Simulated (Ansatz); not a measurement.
I need a formation energy from the elements of BiPt and its elements. Use Ansatz's Python interface. Use (first run): LDA, PAW, cutoff 380 eV, 6×6×4 k-points, Fermi-Dirac smearing of 0.1 eV.

The script, `formation.py`:
```python
"""Heat of formation of BiPt at zero temperature, after relaxing atoms and volume at fixed cell shape."""

from collections import Counter

import ansatz as az
import numpy as np


def compute(name, crystal):
    calc = (
        crystal.calculation()
        .scf(max_iterations=60)
        .basis(380)
        .functional("lda")
        .kpoints(spacing=0.3)
        .occupations("fermi_dirac", width=0.1)
        .stress()
    )
    calc = calc.relax(force_tolerance=0.01, fix_cell=["shape"])
    return calc.run()


def counts(outcome):
    return Counter(site.symbol for site in outcome.lattice.sites)

def formation_energy(outcome, mu):
    n = counts(outcome)
    return (outcome.report["energy_sigma0_ev"] - sum(k * mu[element] for element, k in n.items())) / sum(n.values())


def volume_per_atom(outcome):
    return abs(np.linalg.det(outcome.lattice.cell_ang)) / len(outcome.lattice.sites)


def main() -> None:
    phases = {}
    bipt = (
        az.Lattice.from_parameters(4.315, 4.315, 5.49, alpha=90.0, beta=90.0, gamma=120.0)
        .atom("Bi", (1 / 3, 2 / 3, 0.25))
        .atom("Bi", (2 / 3, 1 / 3, 0.75))
        .atom("Pt", (0.0, 0.0, 0.0))
        .atom("Pt", (0.0, 0.0, 0.5))
    )
    phases["BiPt"] = bipt
    bi = (
        az.Lattice.of((2.2675, 1.309142, 3.938), (-2.2675, 1.309142, 3.938), (0.0, -2.618283, 3.938))
        .atom("Bi", (0.234, 0.234, 0.234))
        .atom("Bi", (0.766, 0.766, 0.766))
    )
    phases["Bi"] = bi
    pt = (
        az.Lattice.of((0.0, 1.9609, 1.9609), (1.9609, 0.0, 1.9609), (1.9609, 1.9609, 0.0))
        .atom("Pt", (0.0, 0.0, 0.0))
    )
    phases["Pt"] = pt

    done = {}
    for name, crystal in phases.items():
        done[name] = compute(name, crystal)
        print(f"{name}: {done[name].report['energy_sigma0_ev']:.4f} eV, {len(done[name].lattice.sites)} atoms")

    # chemical potentials of the elements at zero temperature
    references = {"Bi": "Bi", "Pt": "Pt"}
    mu = {element: done[name].report["energy_sigma0_ev"] / len(done[name].lattice.sites) for element, name in references.items()}

    target = done["BiPt"]
    heat = formation_energy(target, mu)
    rows = [(name, len(o.lattice.sites), volume_per_atom(o), formation_energy(o, mu)) for name, o in done.items()]
    print("     phase       atoms  V (A^3/atom)  E_form (eV/atom)")
    for row in rows:
        print(f"{str(row[0]):>10}  {row[1]:10d}  {row[2]:12.3f}  {row[3]:16.4f}")


if __name__ == "__main__":
    main()
```

```console
$ python formation.py
DeckWarning: basis.ecutwfc = 380 eV is below the records' recommended 420 eV, and the density's cutoff is lower with it unless basis.ecutrho_ratio is high enough to keep the records' density cutoff: compare with a run at a higher cutoff
BiPt: -48662.7671 eV, 4 atoms
Bi: -24171.7425 eV, 2 atoms
Pt: -12244.9692 eV, 1 atoms
     phase       atoms  V (A^3/atom)  E_form (eV/atom)
      BiPt           4        22.119           -0.2715
        Bi           2        33.861            0.0000
        Pt           1        14.789            0.0000
```
(Warnings from the package without file and line.)

Caveats:
- These settings explore the input space; cutoff and mesh may be short of convergence.
- The cutoff lies under the one recommended for these potentials.
- For the metals among these phases the mesh is modest: differences between phases can be off by up to 40 meV an atom.
- Atoms and volume are relaxed with the cell's shape held, which in cells of lower than cubic symmetry can hide stresses and shift volumes.
- Spin-orbit coupling, which matters for elements this heavy, is left out.
- The cells come from databases of deposited and of computed structures, and not all need be stable phases.
- The compound is the structure given, not necessarily its lowest; energies are at zero temperature, with no correction for gases. A semilocal functional's error on such energies is often 0.05 to 0.1 eV an atom, and 0.1 to 0.3 eV against gases such as O2 or F2.
- It ran for 15 s on 1 thread of Intel(R) Xeon(R) 6975P-C (Granite Rapids), with other jobs on the host, peak memory 0.46 GiB.

(Lines on the test bed's own set-up are left out of the output.)
